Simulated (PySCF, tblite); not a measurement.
**C₄H₆BO₂S radical: geometry, infrared bands and EPR parameters**

Aim: predict the infrared bands and EPR parameters of C₄H₆BO₂S radical (`[CH2]C(=S)B1OCCO1`).

The runs use tblite 0.8.0 and PySCF 2.14.0, with density-fitted response routines of our own; the level of theory stands in each step. All values are computed, except where a source is named. Atoms count from 0, in the outputs and in this text.

## Step 1: The molecule as given

14 atoms, charge 0, multiplicity 2; geometry from: force field or distance geometry start.

Bonds of the start (Å): C0–C1 1.50, C1–S2 1.42, C1–B3 1.57, B3–O4 1.47, O4–C5 1.40, C5–C6 1.51, C6–O7 1.38, O7–B3 1.47, C0–H8 1.09, C0–H9 1.09, C5–H10 1.11, C5–H11 1.10, C6–H12 1.13, C6–H13 1.12.

## Step 2: Geometry optimisation with GFN2-xTB

Job settings and geometry (Å):

```
{"job": {"kind": "relax", "xc": "GFN2-xTB", "basis": "xTB"}, "charge": 0, "multiplicity": 2}
C      2.984200     0.115000     0.595500
C      1.593800     0.332300     0.077900
S      1.479200     1.003300    -1.170800
B      0.318100    -0.148300     0.855800
O     -0.741800     0.793200     1.243400
C     -1.638100     0.582600     0.182300
C     -1.747000    -0.921600     0.214600
O     -0.442900    -1.321400     0.408800
H      3.421600     0.974300     1.094300
H      3.105000    -0.838900     1.118400
H     -2.602300     1.100000     0.339600
H     -1.154800     0.878700    -0.765900
H     -2.391600    -1.236600     1.083400
H     -2.184400    -1.312900    -0.739400
```

Started as:

```
$ OMP_NUM_THREADS=1 python probes_run.py task.json out
```

The driver reads the jobs from task.json and runs them one after another.

Standard output:

```text
step      E/eV     max force
  0    -655.65803   15.741
  1    -657.39051    2.619
  2    -657.64760    1.874
  3    -657.99232    1.855
  4    -658.10791    1.128
  5    -658.36146    1.102
  6    -658.43983    0.943
  7    -658.55851    0.996
  8    -658.66943    1.171
  9    -658.82029    1.475
 10    -658.99016    1.344
 11    -659.11394    0.961
 12    -659.18127    0.952
 13    -659.22308    0.788
 14    -659.26636    0.558
 15    -659.29890    0.963
 16    -659.33944    0.645
 17    -659.37909    0.663
 18    -659.41497    0.424
 19    -659.43794    0.375
 20    -659.46613    0.379
 21    -659.48695    0.399
 22    -659.50456    0.379
 23    -659.52793    0.497
 24    -659.55429    0.484
 25    -659.58068    0.558
 26    -659.59948    0.455
 27    -659.61497    0.349
 28    -659.63019    0.397
 29    -659.64618    0.353
 30    -659.66371    0.357
 31    -659.68116    0.320
 32    -659.69540    0.300
 33    -659.70603    0.272
 34    -659.71376    0.358
 35    -659.72077    0.231
 36    -659.72815    0.210
 37    -659.73407    0.193
 38    -659.74098    0.197
 39    -659.74542    0.164
 40    -659.74913    0.163
 41    -659.75329    0.196
 42    -659.75802    0.179
 43    -659.76134    0.120
 44    -659.76327    0.134
 45    -659.76490    0.122
 46    -659.76646    0.106
 47    -659.76780    0.101
 48    -659.76892    0.104
 49    -659.77000    0.111
 50    -659.77134    0.132
 51    -659.77304    0.158
 52    -659.77499    0.137
 53    -659.77679    0.129
 54    -659.77823    0.127
 55    -659.77940    0.096
 56    -659.78045    0.090
 57    -659.78127    0.070
 58    -659.78190    0.062
 59    -659.78242    0.059
 60    -659.78284    0.046
 61    -659.78316    0.032
 62    -659.78334    0.027
 63    -659.78343    0.024
 64    -659.78348    0.017
 65    -659.78352    0.020
 66    -659.78357    0.017
 67    -659.78361    0.017
 68    -659.78365    0.015
 69    -659.78368    0.018
 70    -659.78373    0.022
 71    -659.78380    0.027
 72    -659.78389    0.034
 73    -659.78402    0.042
 74    -659.78419    0.048
 75    -659.78438    0.045
 76    -659.78458    0.038
 77    -659.78472    0.033
 78    -659.78482    0.022
 79    -659.78489    0.020
 80    -659.78494    0.015
 81    -659.78497    0.012
 82    -659.78499    0.015
 83    -659.78501    0.018
 84    -659.78505    0.018
 85    -659.78510    0.020
 86    -659.78517    0.021
 87    -659.78526    0.028
 88    -659.78537    0.035
 89    -659.78553    0.039
 90    -659.78578    0.045
 91    -659.78620    0.052
 92    -659.78684    0.074
 93    -659.78771    0.091
 94    -659.78882    0.096
 95    -659.79005    0.106
 96    -659.79155    0.101
 97    -659.78214    0.580
 98    -659.79414    0.086
 99    -659.79560    0.084
100    -659.79745    0.314
101    -659.80003    0.086
102    -659.80173    0.103
103    -659.80036    0.386
104    -659.80481    0.099
105    -659.80637    0.087
106    -659.80700    0.356
107    -659.81004    0.075
108    -659.81122    0.087
109    -659.80808    0.393
110    -659.81269    0.049
111    -659.81319    0.084
112    -659.81388    0.097
113    -659.81432    0.071
114    -659.81502    0.059
115    -659.81588    0.058
116    -659.81671    0.072
117    -659.81642    0.153
118    -659.81731    0.074
119    -659.81742    0.097
120    -659.81787    0.033
121    -659.81811    0.060
122    -659.81823    0.046
123    -659.81840    0.036
124    -659.81858    0.023
125    -659.81870    0.022
126    -659.81875    0.015
127    -659.81878    0.012
128    -659.81879    0.009
```

It took 0.74 s on 1 thread of Arm Neoverse V2, shared host.

Relaxation path: (not every step is listed)

```csv
step,energy from step 0 (eV),largest force (eV/Å)
0,0.0000,15.7408
1,-1.7325,2.6192
2,-1.9896,1.8741
3,-2.3343,1.8553
4,-2.4499,1.1277
5,-2.7034,1.1023
6,-2.7818,0.9430
7,-2.9005,0.9961
8,-3.0114,1.1710
19,-3.7799,0.3750
30,-4.0057,0.3568
41,-4.0953,0.1957
52,-4.1170,0.1370
63,-4.1254,0.0237
74,-4.1262,0.0481
85,-4.1271,0.0201
96,-4.1335,0.1007
107,-4.1520,0.0749
118,-4.1593,0.0736
123,-4.1604,0.0359
124,-4.1605,0.0228
125,-4.1607,0.0217
126,-4.1607,0.0147
127,-4.1607,0.0118
128,-4.1608,0.0092
```

Distances of close pairs at the start and the end, largest changes first:

```csv
bond,before (Å),after (Å),change (Å)
C1–S2,1.422,1.727,+0.305
C0–C1,1.499,1.344,-0.156
B3–O4,1.470,1.359,-0.110
B3–O7,1.468,1.365,-0.103
C5–C6,1.508,1.548,+0.040
C6–O7,1.378,1.414,+0.037
C6–H12,1.127,1.094,-0.033
C6–H13,1.120,1.094,-0.026
```

The end geometry stands in the next job.

## Step 3: Vibrational analysis with GFN2-xTB

Job settings and geometry (Å):

```
{"job": {"kind": "ir", "xc": "GFN2-xTB", "basis": "xTB"}, "charge": 0, "multiplicity": 2}
C      2.749266    -0.268990     0.667761
C      1.821265     0.609813     0.252919
S      2.276640     2.179285    -0.306663
B      0.288917     0.269427     0.248679
O     -0.684940     1.128865    -0.152380
C     -1.939366     0.492478    -0.025042
C     -1.611506    -0.918105     0.523006
O     -0.203273    -0.938029     0.652429
H      3.800105    -0.030177     0.668813
H      2.452924    -1.243941     1.013408
H     -2.561851     1.073871     0.661415
H     -2.418334     0.459440    -1.007883
H     -2.058072    -1.099689     1.504873
H     -1.912453    -1.714721    -0.163450
```

Standard output:

```text
mode    cm-1     km/mol
  1      27.5      0.82
  2     105.8      1.30
  3     132.3      2.37
  4     152.1      0.00
  5     255.9      0.39
  6     343.1      1.65
  7     354.0     10.25
  8     499.3      2.94
  9     560.5     28.55
 10     635.6     32.91
 11     717.6      5.88
 12     753.2      0.54
 13     844.7     12.42
 14     847.1      0.63
 15     863.1     30.52
 16     972.1     11.30
 17    1026.4     48.93
 18    1041.1     31.26
 19    1081.7     66.54
 20    1103.8      0.01
 21    1150.9    195.68
 22    1172.2      5.85
 23    1183.9      0.00
 24    1241.0    252.39
 25    1295.7     33.75
 26    1299.9     43.00
 27    1370.5     36.80
 28    1463.2      1.38
 29    1482.1      0.57
 30    1539.4     15.03
 31    2924.6      0.12
 32    2938.7     61.33
 33    2948.7     20.01
 34    2952.7     45.15
 35    3095.0      4.27
 36    3134.9     10.96
```

Wall time 0.4 s (1 thread of Arm Neoverse V2, shared host).

Which atoms move in the most intense modes:

```csv
cm⁻¹,km/mol,atoms
1026,48.9,"C6 29 %, O7 22 %, B3 12 %"
1082,66.5,"C1 22 %, O7 18 %, C6 16 %, H9 14 %"
1151,195.7,"B3 49 %, O4 14 %, O7 12 %"
1241,252.4,B3 55 %
1300,43.0,"H10 31 %, H11 31 %, C5 12 %, O4 11 %"
1370,36.8,"H8 44 %, H9 37 %, C1 14 %"
2939,61.3,"H10 26 %, H11 21 %, H12 21 %, H13 21 %"
2953,45.1,"H11 28 %, H10 25 %, H13 22 %, H12 21 %"
```

## Step 4: EPR parameters: B3LYP/pcH-1

The job, as its differences from that of step 3:

```diff
@@ -1,2 +1,2 @@
-{"job": {"kind": "ir", "xc": "GFN2-xTB", "basis": "xTB"}, "charge": 0, "multiplicity": 2}
+{"job": {"kind": "epr", "basis": "pcH-1"}, "charge": 0, "multiplicity": 2}
 C      2.749266    -0.268990     0.667761
```

Level: UKS B3LYP, pcH-1 on B C H O S, non-relativistic, mean-field spin-orbit, GIAO.

Standard output:

```text
UKS, coarse grid
  cycle   1  E = -729.46432708  |g| = 6.13e-01
  cycle   2  E = -729.27159330  |g| = 9.62e-01
  cycle   3  E = -729.59384242  |g| = 7.60e-02
  cycle   4  E = -729.59576901  |g| = 4.09e-02
  cycle   5  E = -729.59642379  |g| = 1.75e-02
  cycle   6  E = -729.59658975  |g| = 5.55e-03
  cycle   7  E = -729.59661282  |g| = 2.01e-03
  cycle   8  E = -729.59661811  |g| = 1.58e-03
  cycle   9  E = -729.59661923  |g| = 4.27e-04
UKS, final grid
  cycle   1  E = -729.59654685  |g| = 6.34e-04
  cycle   2  E = -729.59654660  |g| = 1.04e-03
  cycle   3  E = -729.59654710  |g| = 9.06e-05
  cycle   4  E = -729.59654711  |g| = 6.27e-05
  cycle   5  E = -729.59654712  |g| = 3.59e-05
  cycle   6  E = -729.59654712  |g| = 9.85e-06
E = -729.59654712 Eh   <S^2> = 0.7705 (exact 0.7500)
g shifts (ppm)      1          2          3
  rmc          -203       -203       -203
  gc            -13         46         42
  oz_so         125      11056     313006
  total         -91      10901     312847
hyperfine (MHz)  atom isotope    a_iso     a_fc   dipolar eigenvalues
    0   13C      32.91      32.91    -33.74    -32.23     65.96
    1   13C     -29.47     -29.47    -17.12      6.59     10.53
    2   33S      14.91      14.91    -71.14    -69.77    140.91
    3   11B       3.00       3.00     -0.93      0.06      0.87
    4   17O       0.66       0.66     -1.24     -0.69      1.93
    5   13C       0.22       0.22     -0.15     -0.12      0.27
    6   13C       0.03       0.03     -0.13     -0.11      0.25
    7   17O       0.26       0.26     -0.39     -0.04      0.43
    8    1H     -26.78     -26.78    -12.23     -2.38     14.61
    9    1H     -28.05     -28.05    -16.48     -1.15     17.64
   10    1H      -0.51      -0.51     -0.46     -0.40      0.86
   11    1H      -0.52      -0.52     -0.46     -0.40      0.86
   12    1H      -0.04      -0.04     -0.40     -0.35      0.75
   13    1H      -0.03      -0.03     -0.41     -0.35      0.76
```

Wall time 69 s (1 thread of Arm Neoverse V2, shared host); peak memory 0.96 GiB.

Principal g values 2.00223, 2.01322, 2.31517; g(iso) = 2.11020, against 2.00232 for a free electron. They are not to be trusted: the run shows nearly degenerate orbitals, where second-order g theory doesn't apply.

Mean a(iso) over the nuclei that a row names, and the largest dipolar term of the row (other rows stand at the frozen geometry):

```csv
nuclei,isotope,a(iso) (MHz),"a(iso) (G, at g = 2.0023)",largest dipolar term (MHz)
C0,13C,32.9,11.7,66.0
C1,13C,-29.5,-10.5,-17.1
"H8, H9",1H,-27.4,-9.8,17.6
S2,33S,14.9,5.3,140.9
B3,11B,3.0,1.1,-0.9
"O4, O7",17O,0.5,0.2,1.9
"H10, H11, H12, H13",1H,-0.3,-0.1,0.9
"C5, C6",13C,0.1,0.0,0.3
```

Mulliken spin populations:

C0 0.44; C1 -0.17; S2 0.78; B3 0.00; O4 0.00; C5 0.00; C6 0.00; O7 0.00; H8 -0.02; H9 -0.02; H10 0.00; H11 0.00; H12 0.00; H13 0.00

Orbitals, density, ELF and potential are computed afterwards from the orbital file.

ELF in a plane through or near 10 of the atoms.

Ten even steps from ' ' (0.00) to '@' (1.00):
```
                                                        
                                                        
                                                        
                                                        
              ..====                                    
              **@@@@--    ----    ..::..                
            ::%%@@@@++  --##%%==..++##++..              
        ::----##@@@@==  --%%%%##==##%%##::              
      --%%@@%%++**##..  ::##**##++::##++..              
      **@@@@@@++::##====--**##==--####::                
      ==@@@@@@++##%%++@@==  --..::%%##--..              
                ====--%%**..%%##**----##++..            
            ::--**%%**==::--%%**##++##%%**..            
        ::**%%%%++++**..  ::%%%%##::++**==..            
        ++%%@@%%----%%##    ##%%++    ..                
        ==##@@%%--::@@@@--  --==::                      
        ..--**####%%@@%%++                              
            ::--==**##**==                              
                  ......                                
                                                        
```
The map spans 12.8 Å across and 9.5 Å up, centred on the molecule. Atoms in the plane (x, y in Å): C0 (-2.7, 0.5), C1 (-1.9, -0.5), S2 (-2.4, -2.1), B3 (-0.3, -0.3), O4 (0.6, -1.3), C5 (1.9, -0.7), C6 (1.7, 0.9), O7 (0.3, 1.0), H8 (-3.8, 0.3), H9 (-2.4, 1.5).

On the surface of density 0.002 e/bohr³ the electrostatic potential runs, from the 1st to the 99th percentile, from -1.68 V near O4 to 1.23 V near H11.

The spin density lies nearest to S2 60 %; C0 24 %; C1 9 % (beta excess).

## Step 5: Outcome

```
                                                                  quantity                                            value
                                 strongest single infrared mode (GFN2-xTB)                            1241 cm⁻¹, 252 km/mol
                                              zero-point energy (GFN2-xTB)                                    62.2 kcal/mol
                                                            g(iso) (B3LYP)                                          2.11020
                                                                      ⟨S²⟩                               0.770 (exact 0.75)
                                        largest a(iso) (averaged by class)                              13C on C0, 32.9 MHz
potential on the surface of density 0.002 e/bohr³, 1st and 99th percentile                               -1.68 V and 1.23 V
                                             property runs in this session  1, of which 0 failed and 1 gave unsound results
```

Relaxing lowered the energy by 4.161 eV in 128 steps; the close pair that moved most is C1–S2, from 1.422 to 1.727 Å. No mode is imaginary among the 36: a minimum at this level. The strongest single mode, at 1241 cm⁻¹, moves mainly B3. Unscaled tight-binding wavenumbers are off by several per cent, some by more. Its intensities can rank the bands wrongly. S2 carries the largest spin population, 0.78 e. The isotropic g lies 107.9 ppt above the free-electron value. These values are not to be trusted: the run shows nearly degenerate orbitals, where second-order g theory doesn't apply. These values are for one conformer; the search (at its own cheap level) found 2 more, at 0.01, 0.05 kcal/mol (those within 0.05 may be mirror or relabelled copies), and measured spectra average over such forms.
